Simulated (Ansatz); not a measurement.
**C3H10Ge: basis-set convergence**

How large a basis does C3H10Ge need? Two functionals are run in growing sets.

Program: Ansatz 0.2.0, Gaussian basis. Level of theory: one geometry, several basis sets. These are calculated values, not measurements.

Levels to be run: PBE0-D4/def2-SVP; ωB97M-V/def2-SVP; PBE0-D4/def2-QZVPP; ωB97M-V/def2-QZVPP; the functionals' def2-TZVPP values are taken from earlier runs.

## Step 1: The relaxed structure

The geometry comes from an earlier relaxation with PBE0-D4 in a triple-zeta def2 set; it is a stationary point, not always the lowest conformer.

SMILES `C[CH2][GeH2][CH3]`, 14 atoms, charge 0, spin multiplicity 1.

Atoms are counted from 1 here; the program's logs count them from 0.

Bond lengths: C1–C2 1.523 Å, C1–H5 1.093 Å, C1–H6 1.094 Å, C1–H7 1.093 Å, C2–Ge3 1.963 Å, C2–H8 1.094 Å, C2–H9 1.094 Å, Ge3–C4 1.956 Å, Ge3–H10 1.545 Å, Ge3–H11 1.544 Å, C4–H12 1.091 Å, C4–H13 1.091 Å, C4–H14 1.091 Å. Angles: C2–C1–H5 111.7°, C2–C1–H6 111.6°, C2–C1–H7 111.4°, H5–C1–H6 107.2°, H5–C1–H7 107.3°, H6–C1–H7 107.4°, C1–C2–Ge3 113.2°, C1–C2–H8 110.7°, C1–C2–H9 110.6°, Ge3–C2–H8 107.7°, Ge3–C2–H9 107.8°, H8–C2–H9 106.4°, C2–Ge3–C4 110.8°, C2–Ge3–H10 109.1°, C2–Ge3–H11 109.9°, C4–Ge3–H10 109.3°, C4–Ge3–H11 109.6°, H10–Ge3–H11 108.1° and more.

## Step 2: PBE0-D4 in def2-SVP

The input, in.yaml:

```yaml
crystal:
  periodic: [false, false, false]
  atoms:
    - {symbol: C, position_ang: [-0.804738, 1.069351, 1.273301]}
    - {symbol: C, position_ang: [-0.602681, -0.424233, 1.057864]}
    - {symbol: Ge, position_ang: [0.856459, -0.836312, -0.188186]}
    - {symbol: C, position_ang: [0.504910, -0.061432, -1.949530]}
    - {symbol: H, position_ang: [-1.051334, 1.582337, 0.339890]}
    - {symbol: H, position_ang: [-1.618483, 1.268269, 1.976380]}
    - {symbol: H, position_ang: [0.096510, 1.540663, 1.674804]}
    - {symbol: H, position_ang: [-1.514606, -0.885912, 0.667415]}
    - {symbol: H, position_ang: [-0.384336, -0.924078, 2.005699]}
    - {symbol: H, position_ang: [2.176837, -0.259056, 0.370189]}
    - {symbol: H, position_ang: [1.019571, -2.366135, -0.319411]}
    - {symbol: H, position_ang: [0.423946, 1.024500, -1.881133]}
    - {symbol: H, position_ang: [-0.427906, -0.454976, -2.357015]}
    - {symbol: H, position_ang: [1.312854, -0.302288, -2.641567]}
basis:
  gaussian: {orbitals: def2-SVP}
hamiltonian: {xc: pbe0, dispersion: d4}
output: {orbitals: {seedname: orbitals}}
```

Further steps of the session: ωB97M-V in def2-SVP; PBE0-D4 in def2-QZVPP; ωB97M-V in def2-QZVPP.

Before running them: what should the planned runs give, taken together? Wanted: PBE0-D4: double and triple zeta above quadruple; ωB97M-V: double and triple zeta above quadruple.

The runs gave:

```
                                       quantity           value
PBE0-D4: double and triple zeta above quadruple  12.12, 1.41 eV
ωB97M-V: double and triple zeta above quadruple  12.34, 1.38 eV
```

**Reading.** For PBE0-D4 the step from double to triple zeta gains 10.70 eV and the next only 1.41 eV. These are total energies; as a rule much of such shifts cancels in differences, which this series doesn't test. The LUMO of ωB97M-V is positive and keeps falling with the basis (3.15 to 1.75 eV): an unbound level that the basis holds in place.
